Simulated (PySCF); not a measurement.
# F3O2Os (Os(O)2(F)3+): the cost of one run

Computed with PySCF 2.14.0. Level: several levels, as the steps say, no spin–orbit coupling.

3 further runs of the same task are left out: 2 for a known fault of the program, 1 set aside as unsound or not needed.

## Step 1: Where the work starts

6 atoms, charge 1, spin multiplicity 1.

Bond lengths: Os1–O2 1.672 Å, Os1–O3 1.672 Å, Os1–F4 1.828 Å, Os1–F5 1.839 Å, Os1–F6 1.828 Å. Angles: O2–Os1–O3 108.2°, O2–Os1–F4 95.0°, O2–Os1–F5 125.8°, O2–Os1–F6 95.0°, O3–Os1–F4 95.3°, O3–Os1–F5 126.0°, O3–Os1–F6 95.3°, F4–Os1–F5 81.2°, F4–Os1–F6 162.4°, F5–Os1–F6 81.2°.

Coordinates:

```xyz
6
charge 1, multiplicity 1
Os    0.05795    0.00000    0.04581
O     0.20441    0.00000    1.71145
O     1.59387    0.00000   -0.61454
F    -0.18509    1.80618   -0.09246
F    -1.52205    0.00000   -0.89509
F    -0.18509   -1.80618   -0.09246
```

Formal oxidation states: Os +8. An earlier session relaxed this geometry at r2SCAN, Os def2-SVP with ECP60, O def2-SVP, F def2-SVP (singlet, point group C2v).

At r2SCAN on the finer grid: E = -539.805842 Eh, HOMO -17.28 eV, LUMO -14.10 eV, Mulliken charge on Os1 +1.70 e, largest force component 0.078 eV/Å. 

Levels to run: PBE; CAM-B3LYP; TPSS; revPBE; r2SCAN, TZVP; r2SCAN, x2c-SVP. Hardware: 2 threads of Arm Neoverse V2, shared host.

## Step 2: PBE

run.py (the lines that set the calculation) reads:

```python
mol = gto.M(atom='''
Os     0.05795     0.00000     0.04581
O      0.20441     0.00000     1.71145
O      1.59387     0.00000    -0.61454
F     -0.18509     1.80618    -0.09246
F     -1.52205     0.00000    -0.89509
F     -0.18509    -1.80618    -0.09246''',
    basis={'Os': 'def2-SVP', 'O': 'def2-SVP', 'F': 'def2-SVP'},
    ecp={'Os': 'def2-SVP'},
    charge=1, spin=0)
mf = dft.RKS(mol, xc='PBE')
mf.grids.atom_grid = (75, 302)
mf = mf.density_fit()  # fitting sets: Os def2-universal-JKFIT, O def2-universal-JKFIT, F def2-universal-JKFIT
mf.conv_tol = 1e-08; mf.max_cycle = 55
mf.kernel(dm0)  # dm0: the density of the relaxed state
```

Command:

```
OMP_NUM_THREADS=2 python run.py
```

**Question.** How long does this run take on 2 threads of Arm Neoverse V2, shared host?

About 5.1 s.
